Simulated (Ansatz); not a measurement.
# F2H4O2Si2: one species, many methods

An exercise on one series of results from a longer session: the logs are not shown, and one member is left open.

Computed with Ansatz 0.2.0, Gaussian basis. Level: functionals in def2-TZVPP, the program's frozen cores in correlated methods.

Plan: LDA (SPW92), PBE-D4, revPBE-D4, BLYP-D4, r2SCAN-D4, B97M-V, PBE0-D4, B3LYP-D4, r2SCANh-D4, r2SCAN0-D4, HSE06-D4, BHLYP-D4, CAM-B3LYP-D4, LC-ωPBE, ωB97X-V, ωB97M-V, B2PLYP, PBE-QIDH; CCSD(T)/def2-SVP; CCSD(T)/def2-TZVPP; MP2/def2-QZVPP; extrapolation to the limit; RPA on PBE.

## The relaxed structure

An earlier PBE0-D4 in a triple-zeta def2 set relaxation fixed the geometry.

SMILES `O[SiH](F)O[SiH2]F`, 10 atoms, charge 0, spin multiplicity 1.

Atoms are counted from 1 here; the program's logs count them from 0.

Bond lengths: O1–Si2 1.618 Å, O1–H7 0.958 Å, Si2–F3 1.591 Å, Si2–O4 1.622 Å, Si2–H8 1.465 Å, O4–Si5 1.622 Å, Si5–F6 1.592 Å, Si5–H9 1.478 Å, Si5–H10 1.476 Å. Angles: Si2–O1–H7 120.2°, O1–Si2–F3 110.6°, O1–Si2–O4 111.0°, O1–Si2–H8 107.6°, F3–Si2–O4 106.8°, F3–Si2–H8 109.0°, O4–Si2–H8 111.9°, Si2–O4–Si5 150.9°, O4–Si5–F6 109.2°, O4–Si5–H9 110.4°, O4–Si5–H10 108.4°, F6–Si5–H9 107.6°, F6–Si5–H10 107.9°, H9–Si5–H10 113.3°.

Coordinates:

```xyz
10
charge 0, multiplicity 1
O    -1.4927   -1.0737    1.7422
Si   -0.4084    0.0331    1.2749
F    -1.0825    1.4716    1.1827
O     0.1716   -0.3081   -0.2008
Si    0.9073    0.1429   -1.5742
F     2.3055    0.8187   -1.2219
H    -2.2393   -1.2847    1.1802
H     0.6530    0.0669    2.2843
H     0.0926    1.1484   -2.2875
H     1.1759   -1.0663   -2.3768
```

The first run:

The input, in.yaml:

```yaml
crystal:
  periodic: [false, false, false]
  atoms:
    - {symbol: O, position_ang: [-1.492679, -1.073703, 1.742245]}
    - {symbol: Si, position_ang: [-0.408352, 0.033144, 1.274941]}
    - {symbol: F, position_ang: [-1.082512, 1.471553, 1.182658]}
    - {symbol: O, position_ang: [0.171587, -0.308089, -0.200846]}
    - {symbol: Si, position_ang: [0.907289, 0.142929, -1.574201]}
    - {symbol: F, position_ang: [2.305510, 0.818707, -1.221931]}
    - {symbol: H, position_ang: [-2.239327, -1.284748, 1.180220]}
    - {symbol: H, position_ang: [0.653041, 0.066862, 2.284292]}
    - {symbol: H, position_ang: [0.092639, 1.148435, -2.287459]}
    - {symbol: H, position_ang: [1.175903, -1.066288, -2.376819]}
basis:
  gaussian: {orbitals: def2-TZVPP}
hamiltonian: {xc: lda}
output: {orbitals: {seedname: orbitals}}
```

Started as:

```console
$ ansatz run in.yaml --threads 4 --pin off --events-out ev --progress --plain --max-ram 10444MiB
```

Among the steps run: LDA; PBE-D4 (GGA); revPBE-D4 (GGA); BLYP-D4 (GGA); r2SCAN-D4 (meta-GGA); B97M-V (meta-GGA); B3LYP-D4 (hybrid); r2SCANh-D4 (hybrid); r2SCAN0-D4 (hybrid); HSE06-D4 (hybrid); BHLYP-D4 (hybrid); CAM-B3LYP-D4 (range-separated); LC-ωPBE (range-separated); ωB97X-V (range-separated); ωB97M-V (range-separated); B2PLYP (double hybrid); PBE-QIDH (double hybrid).

One of the session's tables, all rows but one given; the rest of the session is left out.

It belongs to the step «Frontier levels by functional». 

```
  functional  HOMO (eV)  LUMO (eV)  gap (eV)
 LDA (SPW92)      -7.94      -0.72      7.22
      PBE-D4      -7.86      -0.49      7.37
   revPBE-D4      -7.81      -0.39      7.42
     BLYP-D4      -7.79      -0.45      7.34
   r2SCAN-D4      -8.25       0.04      8.29
      B97M-V      -8.33      -0.30      8.03
     PBE0-D4      -9.37       0.38      9.75
    B3LYP-D4      -9.17       0.07      9.24
  r2SCANh-D4      -8.80       0.32      9.12
  r2SCAN0-D4      -9.63       0.72     10.35
    HSE06-D4      -8.96       0.01      8.97
    BHLYP-D4     -10.83       1.09     11.92
CAM-B3LYP-D4     -10.83       1.22     12.05
     LC-ωPBE     -12.18       2.51     14.69
     ωB97X-V          ?          ?         ?
     ωB97M-V     -11.67       1.90     13.57
```

**Question.** Estimate the row for ωB97X-V.

**Answer.** HOMO (eV): -11.84; LUMO (eV): 2.33; gap (eV): 14.17. In the column «HOMO (eV)» it lies between LC-ωPBE (-12.18) and ωB97M-V (-11.67).
